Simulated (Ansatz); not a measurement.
# TaS(OH)3 (H3O3STa): geometry, orbitals and charge

What does TaS(OH)3 (H3O3STa) look like as a singlet, and where do its frontier electrons sit?

Method: RKS PBE0-D4/def2-TZVP; program: Ansatz 0.2.0, Gaussian basis.

The runs, in order: relaxation at PBE-D4/def2-SVP; a search for the lowest solution at PBE0-D4/def2-SVP; a single point at PBE0-D4/def2-TZVP.

### 1 The system as given

8 atoms, charge 0, spin multiplicity 1.

Atoms are counted from 1 here; the program's logs count them from 0.

Bond lengths: Ta1–S2 2.260 Å, Ta1–O3 1.827 Å, Ta1–O5 1.826 Å, Ta1–O7 1.827 Å, O3–H4 0.958 Å, O5–H6 0.958 Å, O7–H8 0.959 Å. Angles: S2–Ta1–O3 101.0°, S2–Ta1–O5 101.2°, S2–Ta1–O7 100.8°, O3–Ta1–O5 115.7°, O3–Ta1–O7 116.8°, O5–Ta1–O7 116.9°, Ta1–O3–H4 168.4°, Ta1–O5–H6 170.2°, Ta1–O7–H8 168.0°.

As a file:

```
Ta   -0.00323   -0.00635   -0.02194
S     0.01337   -0.02538    2.23806
O     1.75830    0.31948   -0.38026
H     2.69979    0.49911   -0.37525
O    -1.14751    1.37731   -0.35597
H    -1.75763    2.11642   -0.36757
O    -0.61687   -1.69027   -0.37523
H    -0.94621   -2.59032   -0.36183
```

Formally the metal is d0. Ta takes a core potential in the def2 sets. No spin-orbit coupling is included.

The start is a GFN2-xTB geometry.

### 2 Relaxation at PBE-D4/def2-SVP

The input, in.yaml:

```yaml
crystal:
  periodic: [false, false, false]
  atoms:
    - {symbol: Ta, position_ang: [-0.003230, -0.006350, -0.021940]}
    - {symbol: S, position_ang: [0.013370, -0.025380, 2.238060]}
    - {symbol: O, position_ang: [1.758300, 0.319480, -0.380260]}
    - {symbol: H, position_ang: [2.699790, 0.499110, -0.375250]}
    - {symbol: O, position_ang: [-1.147510, 1.377310, -0.355970]}
    - {symbol: H, position_ang: [-1.757630, 2.116420, -0.367570]}
    - {symbol: O, position_ang: [-0.616870, -1.690270, -0.375230]}
    - {symbol: H, position_ang: [-0.946210, -2.590320, -0.361830]}
basis:
  gaussian: {orbitals: def2-SVP}
hamiltonian: {xc: pbe, dispersion: d4}
scf: {omitted_lower_state_checks: [starts]}
output: {orbitals: {seedname: orbitals}}
relax: {f_tol: 0.02, max_steps: 100}
```

Run with:

```bash
ansatz run in.yaml --threads 4 --pin off --events-out ev --progress --plain --max-ram 3916MiB
```

The program printed (excerpt; [...] marks lines left out):

```text
Functional definition: PBE
  name "PBE"
  cite "Perdew, Burke & Ernzerhof, Phys. Rev. Lett. 77, 3865 (1996) doi:10.1103/PhysRevLett.77.3865"
  parent pbe
[...]
1112 factors; their error is unknown
[...]
mean field -18564.48911292 eV, -682.2323914371 hartree, gradient 1.6e-5 eV, S^2 0.000000; 0 other end points of the search recorded, 0 dependent functions left out
[...]
reference -18564.48917305 eV, -682.2323936470 hartree; 28, 28 occupied and 79, 79 virtual orbitals, 1112 factors
relax step   1: F+E_penalty+E_count = -18564.68834497 eV  Δ(F+E_penalty+E_count) = +0.000e0 eV  max|allowed force component| = 4.483e0 eV/Å  Δτ_max = 0.0000 Å  (28 SCF iters, accepted)
[...]
relax step   3: F+E_penalty+E_count = -18565.21013665 eV  Δ(F+E_penalty+E_count) = -4.432e-2 eV  max|allowed force component| = 2.242e-1 eV/Å  Δτ_max = 0.0643 Å  (35 SCF iters, accepted)
[...]
relax step   5: F+E_penalty+E_count = -18565.37402696 eV  Δ(F+E_penalty+E_count) = -1.069e-1 eV  max|allowed force component| = 1.843e-1 eV/Å  Δτ_max = 0.1720 Å  (34 SCF iters, accepted)
[...]
relax step   7: F+E_penalty+E_count = -18565.39241473 eV  Δ(F+E_penalty+E_count) = -1.111e-2 eV  max|allowed force component| = 6.994e-2 eV/Å  Δτ_max = 0.0469 Å  (29 SCF iters, accepted)
[...]
relax step   8: F+E_penalty+E_count = -18565.39444971 eV  Δ(F+E_penalty+E_count) = -2.035e-3 eV  max|allowed force component| = 9.585e-2 eV/Å  Δτ_max = 0.0393 Å  (29 SCF iters, accepted)
[...]
relax step   9: F+E_penalty+E_count = -18565.39487852 eV  Δ(F+E_penalty+E_count) = -4.288e-4 eV  max|allowed force component| = 2.577e-3 eV/Å  Δτ_max = 0.0041 Å  (31 SCF iters, accepted)
[...]
1112 factors; their error is unknown
mean field -18565.20382293 eV, -682.2586565457 hartree, gradient 1.4e-5 eV, S^2 0.000000; 0 other end points of the search recorded, 0 dependent functions left out
[...]
reference -18565.20388498 eV, -682.2586588260 hartree; 28, 28 occupied and 79, 79 virtual orbitals, 1112 factors
Total energy: -18565.39494057 eV, -682.2656799893 hartree
Atom 0 at     0.000209     0.000005     0.037061 Å, force     0.000117     0.000026     0.000074 eV/Å
Atom 1 at     0.009502    -0.009188     2.226569 Å, force    -0.000154     0.000329    -0.002367 eV/Å
Atom 2 at     1.770088     0.316038    -0.611118 Å, force    -0.002577    -0.000320     0.001261 eV/Å
Atom 3 at     2.617688     0.463261    -0.158752 Å, force    -0.000218     0.000016    -0.000495 eV/Å
Atom 4 at    -1.160382     1.380833    -0.594438 Å, force     0.001801    -0.002241     0.001219 eV/Å
Atom 5 at    -1.711262     2.036433    -0.134608 Å, force     0.000327    -0.000285    -0.000257 eV/Å
Atom 6 at    -0.617307    -1.689252    -0.609088 Å, force     0.000710     0.002514     0.001033 eV/Å
Atom 7 at    -0.908526    -2.498129    -0.155616 Å, force    -0.000005    -0.000040    -0.000467 eV/Å
Dipole moment:    -0.000688     0.000556    -0.134821 e Å
Checks for a lower state left out: starts
```

Run time: 12 s. Hardware: 4 threads of Arm Neoverse V2, shared host.

Relaxation path:

```
step  energy from step 1 (eV)  largest force component (eV/Å)
   1                   0.0000                          4.4827
   2                  -0.4775                          0.9097
   3                  -0.5218                          0.2242
   4                  -0.5788                          0.4385
   5                  -0.6857                          0.1843
   6                  -0.6930                          0.1939
   7                  -0.7041                          0.0699
   8                  -0.7061                          0.0958
   9                  -0.7065                          0.0026
```

Distances of close pairs at the start and the end, largest changes first:

```
  bond  before (Å)  after (Å)  change (Å)
Ta1–O5       1.826      1.911      +0.085
Ta1–O7       1.827      1.911      +0.084
Ta1–O3       1.827      1.911      +0.084
Ta1–S2       2.260      2.190      -0.071
 O5–H6       0.958      0.972      +0.013
 O3–H4       0.958      0.972      +0.013
 O7–H8       0.959      0.972      +0.013
```

Bonds by kind at the end (by distance):

```
bond  count  shortest (Å)  longest (Å)
O–Ta      3         1.911        1.911
S–Ta      1         2.190        2.190
 H–O      3         0.972        0.972
```

### 3 Searching for the lowest solution, PBE0-D4/def2-SVP

start.molden holds the orbitals of an earlier run on this state, given as this run's starting guess.

The input, in.yaml:

```yaml
crystal:
  periodic: [false, false, false]
  atoms:
    - {symbol: Ta, position_ang: [0.000209, 0.000005, 0.037061]}
    - {symbol: S, position_ang: [0.009502, -0.009188, 2.226569]}
    - {symbol: O, position_ang: [1.770088, 0.316038, -0.611118]}
    - {symbol: H, position_ang: [2.617688, 0.463261, -0.158752]}
    - {symbol: O, position_ang: [-1.160382, 1.380833, -0.594438]}
    - {symbol: H, position_ang: [-1.711262, 2.036433, -0.134608]}
    - {symbol: O, position_ang: [-0.617307, -1.689252, -0.609088]}
    - {symbol: H, position_ang: [-0.908526, -2.498129, -0.155616]}
basis:
  gaussian: {orbitals: def2-SVP, initial_orbitals: start.molden}
hamiltonian: {xc: pbe0, dispersion: d4}
output: {orbitals: {seedname: orbitals}}
```

The command is unchanged.

The program printed:

```text
Functional definition: PBE0
  name "PBE0"
  cite "Adamo & Barone, J. Chem. Phys. 110, 6158 (1999) doi:10.1063/1.478522"
  cite "Perdew, Burke & Ernzerhof, Phys. Rev. Lett. 77, 3865 (1996) doi:10.1103/PhysRevLett.77.3865"
  parent pbe
  parameter a = 0.25
  parameter kappa = 0.804
  parameter beta = 0.06672455060314922
  exchange = (1 - a)*pbe_x(kappa = kappa, mu = beta*pi^2/3) + a*exact_x
  correlation = pbe_c(beta = beta)
1141 factors; their error is unknown
mean field evaluation 1: about -18564.0771 eV, gradient 7.5e0 eV
mean field evaluation 2: about -18564.2236 eV, gradient 2.0e-1 eV
mean field evaluation 4: about -18564.4090 eV, gradient 5.3e-4 eV
mean field evaluation 8: about -18551.7999 eV, gradient 8.3e1 eV
mean field evaluation 16: about -18564.2242 eV, gradient 1.3e-2 eV
mean field -18564.40902914 eV, -682.2294484126 hartree, gradient 1.1e-5 eV, S^2 0.000000; 1 other end points of the search recorded, 0 dependent functions left out
reference -18564.40907598 eV, -682.2294501337 hartree; 28, 28 occupied and 79, 79 virtual orbitals, 1141 factors
Total energy: -18564.57384028 eV, -682.2355051101 hartree
```

Run time: 1.8 s. Hardware: 4 threads of Arm Neoverse V2, shared host.

Report: HOMO -7.55 eV, LUMO -1.07 eV.

### 4 Single point, PBE0-D4/def2-TZVP

in.yaml: that of step 3 with these lines changed.

```diff
@@ -12,4 +12,5 @@
 basis:
-  gaussian: {orbitals: def2-SVP, initial_orbitals: start.molden}
+  gaussian: {orbitals: def2-TZVP, initial_orbitals: start.molden}
 hamiltonian: {xc: pbe0, dispersion: d4}
+scf: {omitted_lower_state_checks: [starts]}
 output: {orbitals: {seedname: orbitals}}
```

Launched as before.

The program printed:

```text
Functional definition: PBE0
  name "PBE0"
  cite "Adamo & Barone, J. Chem. Phys. 110, 6158 (1999) doi:10.1063/1.478522"
  cite "Perdew, Burke & Ernzerhof, Phys. Rev. Lett. 77, 3865 (1996) doi:10.1103/PhysRevLett.77.3865"
  parent pbe
  parameter a = 0.25
  parameter kappa = 0.804
  parameter beta = 0.06672455060314922
  exchange = (1 - a)*pbe_x(kappa = kappa, mu = beta*pi^2/3) + a*exact_x
  correlation = pbe_c(beta = beta)
these checks for a lower state are left out or cut short: starts
1264 factors; their error is unknown
mean field evaluation 1: about -18571.9398 eV, gradient 1.8e2 eV
mean field evaluation 2: about -18575.9753 eV, gradient 4.6e0 eV
mean field evaluation 4: about -18576.0757 eV, gradient 2.8e-1 eV
mean field evaluation 8: about -18576.0758 eV, gradient 1.9e-5 eV
mean field -18576.07579499 eV, -682.6581941496 hartree, gradient 1.9e-5 eV, S^2 0.000000; 0 other end points of the search recorded, 0 dependent functions left out
reference -18576.07582355 eV, -682.6581951991 hartree; 28, 28 occupied and 160, 160 virtual orbitals, 1264 factors
Total energy: -18576.24058785 eV, -682.6642501755 hartree
Checks for a lower state left out: starts
```

Wall time 2.3 s (4 threads of Arm Neoverse V2, shared host).

HOMO -7.54 eV, LUMO -1.18 eV.

Mulliken charges, from this run's orbitals:

```
atom  value (e)
 Ta1       1.31
  S2      -0.43
  O3      -0.65
  H4       0.36
  O5      -0.65
  H6       0.36
  O7      -0.65
  H8       0.36
```

Largest Mayer bond orders: Ta1–S2 2.25; Ta1–O3 1.08; Ta1–O5 1.08; Ta1–O7 1.08; O3–H4 0.86; O5–H6 0.86; O7–H8 0.86.

The fields below are evaluated on a grid from the run's orbitals.

Frontier orbitals at PBE0-D4/def2-TZVP, with the share of their density that lies nearest to each atom:

```
orbital  energy (eV)            lies on
   HOMO        -7.54  S2 78 %; Ta1 14 %
   LUMO        -1.18  Ta1 57 %; S2 22 %
```

ELF in a plane through or near 4 of the atoms.

Ten even steps from ' ' (0.00) to '@' (0.96):
```
                                                        
                                                        
                                                        
                      ::++++--..                        
                    --**@@@@##==                        
                    --**@@@@##++..                      
                  ..--++######**--..                    
                  ..==**####**==::                      
                      ..::----::                        
                ....  --%%**++@@::..++==::              
              ::==**==::##==**%%::**##**++==::          
          ..::++**##%%**::====::++####@@@@@@##--        
          --**@@@@%%####--..  ..++****@@@@@@##--        
          ==##@@@@##++==--..    ::--::==++++==          
          ..--++==::....                                
                                                        
                                                        
                                                        
                                                        
                                                        
```
The map spans 10.1 Å across and 10.5 Å up, centred on the molecule. Atoms in the plane (x, y in Å): Ta1 (0.0, 0.0), H4 (-2.1, -1.6), H6 (2.4, -1.1), H8 (-0.3, 2.6).

log10 of the density (e/Å³) in the same plane.

Ten even steps from '0' (-4.0) to '9' (0.6):
```
0000000000000000000000000000
0000000000000000000000000000
0000000000122222100000000000
0000000001334443210000000000
0000000013457765431000000000
0000000124678876543100000000
0000000235678887653210000000
0000001235678887654332100000
0000012345678888665443200000
0000023456689999876654321000
0000134567789999888776532000
0001245778888888888887642000
0001346788887666778887542000
0001245777766555556665431000
0000134555544433333333210000
0000012233222211111110000000
0000000000000000000000000000
0000000000000000000000000000
0000000000000000000000000000
0000000000000000000000000000
```
The map spans 10.1 Å across and 10.5 Å up, centred on the molecule. Atoms in the plane (x, y in Å): Ta1 (0.0, 0.0), H4 (-2.1, -1.6), H6 (2.4, -1.1), H8 (-0.3, 2.6).

On the surface of density 0.002 e/bohr³ the electrostatic potential runs, from the 1st to the 99th percentile, from -0.90 V near O7 to 2.74 V near H6.

### 5 Summary of results

| quantity | value |
| --- | --- |
| point group | C3v |
| near neighbours of the metal | S 2.19, O 1.91, O 1.91, O 1.91 Å |
| HOMO, LUMO at PBE0-D4/def2-TZVP | -7.54, -1.18 eV |
| charge on the metal (Mulliken, PBE0-D4/def2-TZVP) | +1.31 e |
| dipole at PBE-D4/def2-SVP | 0.65 D |

In words: The molecule keeps its bonding pattern by the stored test; the atoms moved 0.21 Å (rms), and the angle Ta1–O5–H6 went from 170° to 132°. The metal has 4 near neighbours by the distance rule, from 1.91 to 2.19 Å. The Mulliken charge of the metal, +1.31 e, depends on the basis and isn't its oxidation state. No usable vibrations, so a minimum isn't proven. The HOMO lies nearest to S2 78 %; Ta1 14 % and the LUMO to Ta1 57 %; S2 22 %. Whether this spin is the lowest isn't tested here.
